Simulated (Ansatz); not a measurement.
# C2H6GaNSi: how energies converge with the basis set

One table from this session's results is given with a row withheld; the runs are named, their logs left out.

Method: one geometry, several basis sets; program: Ansatz 0.2.0, Gaussian basis.

The runs, in order: PBE0-D4/def2-SVP; ωB97M-V/def2-SVP; PBE0-D4/def2-QZVPP; ωB97M-V/def2-QZVPP; the functionals' def2-TZVPP values are taken from earlier runs.

## The relaxed structure

An earlier PBE0-D4 in a triple-zeta def2 set relaxation fixed the geometry.

11 atoms, charge 0, spin multiplicity 1.

Atoms are counted from 1 here; the program's logs count them from 0.

Bond lengths: C1–C2 1.209 Å, C1–H6 1.066 Å, C2–Si3 1.842 Å, Si3–N4 1.720 Å, Si3–Ga5 2.409 Å, Si3–H7 1.486 Å, N4–H8 1.008 Å, N4–H9 1.008 Å, Ga5–H10 1.577 Å, Ga5–H11 1.572 Å. Angles: C2–C1–H6 179.2°, C1–C2–Si3 175.4°, C2–Si3–N4 115.3°, C2–Si3–Ga5 102.9°, C2–Si3–H7 105.8°, N4–Si3–Ga5 110.5°, N4–Si3–H7 107.2°, Ga5–Si3–H7 115.2°, Si3–N4–H8 119.8°, Si3–N4–H9 119.2°, H8–N4–H9 110.7°, Si3–Ga5–H10 119.8°, Si3–Ga5–H11 122.2°, H10–Ga5–H11 117.9°.

The first run:

The input, in.yaml:

```yaml
crystal:
  periodic: [false, false, false]
  atoms:
    - {symbol: C, position_ang: [-2.525135, 0.820972, -0.368818]}
    - {symbol: C, position_ang: [-1.327320, 0.762759, -0.214636]}
    - {symbol: Si, position_ang: [0.477714, 0.539540, 0.078310]}
    - {symbol: N, position_ang: [1.424923, 0.284442, -1.334728]}
    - {symbol: Ga, position_ang: [0.556132, -1.396917, 1.509306]}
    - {symbol: H, position_ang: [-3.579666, 0.886535, -0.510906]}
    - {symbol: H, position_ang: [0.945310, 1.805825, 0.699307]}
    - {symbol: H, position_ang: [1.541467, 1.031258, -2.002316]}
    - {symbol: H, position_ang: [1.381413, -0.607414, -1.801569]}
    - {symbol: H, position_ang: [0.747694, -2.830077, 0.880579]}
    - {symbol: H, position_ang: [0.357478, -1.296912, 3.065479]}
basis:
  gaussian: {orbitals: def2-SVP}
hamiltonian: {xc: pbe0, dispersion: d4}
output: {orbitals: {seedname: orbitals}}
```

The run is started by

```
ansatz run in.yaml --threads 4 --pin off --events-out ev --progress --plain --max-ram 10444MiB
```

Steps of the session up to this table: PBE0-D4 in def2-SVP; ωB97M-V in def2-SVP; PBE0-D4 in def2-QZVPP; ωB97M-V in def2-QZVPP.

One of the session's tables, all rows but one given; the rest of the session is left out.

It belongs to the step «Density functionals: the series». 

```
functional       basis  HOMO (eV)  LUMO (eV)
   PBE0-D4    def2-SVP      -7.04      -1.89
   PBE0-D4  def2-TZVPP          ?          ?
   PBE0-D4  def2-QZVPP      -7.15      -1.98
   ωB97M-V    def2-SVP      -9.05      -0.13
   ωB97M-V  def2-TZVPP      -9.16      -0.21
   ωB97M-V  def2-QZVPP      -9.18      -0.32
```

**Question.** Estimate the row for PBE0-D4, def2-TZVPP.

**Answer.** HOMO (eV): -7.13; LUMO (eV): -1.95. In the column «HOMO (eV)» it lies between PBE0-D4, def2-QZVPP (-7.15) and PBE0-D4, def2-SVP (-7.04).
